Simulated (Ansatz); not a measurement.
# WCl4F2: basis-set convergence

The task here is to estimate one member of a computed series from the others.

Computed with Ansatz 0.2.0, Gaussian basis. Level: one geometry, several basis sets.

Plan: PBE0-D4/def2-SVP; ωB97M-V/def2-SVP; PBE0-D4/def2-QZVPP; ωB97M-V/def2-QZVPP; the functionals' def2-TZVPP values are taken from earlier runs.

## The relaxed structure

The geometry comes from an earlier relaxation with PBE0-D4 in a triple-zeta def2 set; it is a stationary point, not always the lowest conformer. W takes the def2 core potential; no spin-orbit term is included.

SMILES `[F][W]([F])([Cl])([Cl])([Cl])[Cl]`, 7 atoms, charge 0, spin multiplicity 1.

Atoms are counted from 1 here; the program's logs count them from 0.

Bond lengths: F1–W2 1.852 Å, W2–F3 1.852 Å, W2–Cl4 2.280 Å, W2–Cl5 2.269 Å, W2–Cl6 2.280 Å, W2–Cl7 2.269 Å. Angles: F1–W2–F3 87.5°, F1–W2–Cl4 88.4°, F1–W2–Cl5 89.9°, F1–W2–Cl6 88.4°, F1–W2–Cl7 177.4°, F3–W2–Cl4 88.4°, F3–W2–Cl5 177.4°, F3–W2–Cl6 88.4°, F3–W2–Cl7 89.9°, Cl4–W2–Cl5 91.5°, Cl4–W2–Cl6 175.5°, Cl4–W2–Cl7 91.5°, Cl5–W2–Cl6 91.5°, Cl5–W2–Cl7 92.7°, Cl6–W2–Cl7 91.5°.

As a file:

```xyz
7

F    -1.3050    0.1013   -1.3483
W    -0.0309   -0.0116   -0.0087
F    -1.4260   -0.2521    1.1857
Cl    0.0047   -2.2698   -0.3219
Cl    1.6090    0.2895   -1.5477
Cl   -0.2442    2.2380    0.2949
Cl    1.4539   -0.1635    1.7004
```

The first run:

Input file in.yaml:

```yaml
crystal:
  periodic: [false, false, false]
  atoms:
    - {symbol: F, position_ang: [-1.305024, 0.101341, -1.348311]}
    - {symbol: W, position_ang: [-0.030926, -0.011625, -0.008691]}
    - {symbol: F, position_ang: [-1.426013, -0.252071, 1.185707]}
    - {symbol: Cl, position_ang: [0.004662, -2.269767, -0.321917]}
    - {symbol: Cl, position_ang: [1.608995, 0.289501, -1.547720]}
    - {symbol: Cl, position_ang: [-0.244194, 2.238031, 0.294871]}
    - {symbol: Cl, position_ang: [1.453900, -0.163509, 1.700361]}
basis:
  gaussian: {orbitals: def2-SVP}
hamiltonian: {xc: pbe0, dispersion: d4}
output: {orbitals: {seedname: orbitals}}
```

Command:

```sh
$ ansatz run in.yaml --threads 4 --pin off --events-out ev --progress --plain --max-ram 11315MiB
```

Steps of the session up to this table: PBE0-D4 in def2-SVP; ωB97M-V in def2-SVP; PBE0-D4 in def2-QZVPP; ωB97M-V in def2-QZVPP.

One table of the session follows, with a row left open; its other results are not shown here.

It belongs to the step «Functionals by basis». 

```
functional       basis  HOMO (eV)  LUMO (eV)
   PBE0-D4    def2-SVP      -9.64      -5.22
   PBE0-D4  def2-TZVPP      -9.53      -5.04
   PBE0-D4  def2-QZVPP          ?          ?
   ωB97M-V    def2-SVP     -11.77      -3.28
   ωB97M-V  def2-TZVPP     -11.71      -3.13
   ωB97M-V  def2-QZVPP     -11.72      -3.16
```

**Question.** Estimate the row for PBE0-D4, def2-QZVPP.

**Answer.** HOMO (eV): -9.54; LUMO (eV): -5.06. In the column «HOMO (eV)» it lies between PBE0-D4, def2-SVP (-9.64) and PBE0-D4, def2-TZVPP (-9.53).
